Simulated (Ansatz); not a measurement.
**C2H6BN: vertical ionisation energy**

An exercise on one series of results from a longer session: the logs are not shown, and one member is left open.

Computed with Ansatz 0.2.0, Gaussian basis. Level: unrestricted cation, the program's frozen cores in correlated methods.

Plan: UKS PBE-D4/def2-TZVPP; UKS r2SCAN-D4/def2-TZVPP; UKS PBE0-D4/def2-TZVPP; UKS B3LYP-D4/def2-TZVPP; UKS wB97X-V/def2-TZVPP; UKS wB97M-V/def2-TZVPP; UKS B2PLYP/def2-TZVPP; UHF-CCSD(T)/def2-TZVPP; UHF-CCSD(T)/def2-QZVPP; extrapolation to the limit; then −ε(HOMO) from the neutral's earlier runs with LDA (SPW92), PBE-D4, revPBE-D4, BLYP-D4, r2SCAN-D4, B97M-V, PBE0-D4, B3LYP-D4, r2SCANh-D4, r2SCAN0-D4, HSE06-D4, BHLYP-D4, CAM-B3LYP-D4, LC-ωPBE, ωB97X-V, ωB97M-V.

## Structure used throughout

The geometry comes from an earlier relaxation with PBE0-D4 in a triple-zeta def2 set; it is a stationary point, not always the lowest conformer.

SMILES `[BH3-][N+]#CC`, 10 atoms, charge 0, spin multiplicity 1.

Atoms are counted from 1 here; the program's logs count them from 0.

Bond lengths: B1–N2 1.536 Å, B1–H5 1.211 Å, B1–H6 1.211 Å, B1–H7 1.211 Å, N2–C3 1.142 Å, C3–C4 1.443 Å, C4–H8 1.091 Å, C4–H9 1.091 Å, C4–H10 1.091 Å. Angles: N2–B1–H5 105.7°, N2–B1–H6 105.7°, N2–B1–H7 105.7°, H5–B1–H6 112.9°, H5–B1–H7 112.9°, H6–B1–H7 112.9°, B1–N2–C3 180.0°, N2–C3–C4 179.9°, C3–C4–H8 109.9°, C3–C4–H9 109.9°, C3–C4–H10 109.9°, H8–C4–H9 109.1°, H8–C4–H10 109.1°, H9–C4–H10 109.1°.

The first run:

in.yaml reads:

```yaml
crystal:
  periodic: [false, false, false]
  atoms:
    - {symbol: B, position_ang: [-1.047545, 1.302498, -1.229512]}
    - {symbol: N, position_ang: [-0.269852, 0.337689, -0.322211]}
    - {symbol: C, position_ang: [0.308993, -0.379754, 0.352475]}
    - {symbol: C, position_ang: [1.041813, -1.284963, 1.204009]}
    - {symbol: H, position_ang: [-1.755872, 0.604439, -1.921050]}
    - {symbol: H, position_ang: [-1.676272, 2.020412, -0.483470]}
    - {symbol: H, position_ang: [-0.209392, 1.901902, -1.866314]}
    - {symbol: H, position_ang: [2.078954, -1.350323, 0.870418]}
    - {symbol: H, position_ang: [1.020682, -0.924631, 2.234022]}
    - {symbol: H, position_ang: [0.591490, -2.278370, 1.164634]}
basis:
  gaussian: {orbitals: def2-TZVPP}
total_charge: 1
magnetization: {spin_polarized: true, initial_magnetization: 1}
hamiltonian: {xc: pbe, dispersion: d4}
```

Started as:

```console
$ ansatz run in.yaml --threads 2 --pin off --events-out ev --progress --plain --max-ram 32768MiB --backend cpu
```

Among the steps run: Cation, UKS PBE-D4/def2-TZVPP; Cation, UKS r2SCAN-D4/def2-TZVPP; Cation, UKS PBE0-D4/def2-TZVPP; Cation, UKS B3LYP-D4/def2-TZVPP; Cation, UKS wB97X-V/def2-TZVPP; Cation, UKS wB97M-V/def2-TZVPP; Cation, UKS B2PLYP (frozen core)/def2-TZVPP; Cation, UHF-CCSD(T)/def2-TZVPP; Cation, UHF-CCSD(T)/def2-QZVPP.

One of the session's tables, all rows but one given; the rest of the session is left out.

Orbital estimates, from the neutral's runs:

| functional | −ε(HOMO) (eV) |
| --- | --- |
| LDA (SPW92) | 6.51 |
| PBE-D4 | 6.44 |
| revPBE-D4 | 6.40 |
| BLYP-D4 | 6.35 |
| r2SCAN-D4 | 6.68 |
| B97M-V | 6.73 |
| PBE0-D4 | 7.66 |
| B3LYP-D4 | ? |
| r2SCANh-D4 | 7.14 |
| r2SCAN0-D4 | 7.83 |
| HSE06-D4 | 7.26 |
| BHLYP-D4 | 8.85 |
| CAM-B3LYP-D4 | 9.04 |
| LC-ωPBE | 10.39 |
| ωB97X-V | 10.03 |
| ωB97M-V | 9.88 |

Q: Estimate the row for B3LYP-D4 from the others.

Worked estimate for «−ε(HOMO) (eV)». Against the share of exact exchange, BLYP-D4 (0, 6.35), BHLYP-D4 (0.5, 8.85) give a slope of 5.00 per unit share; at 0.2 the line stands at 7.35.

**Answer.** −ε(HOMO) (eV): 7.48. In «−ε(HOMO) (eV)» the line misses by -0.13.
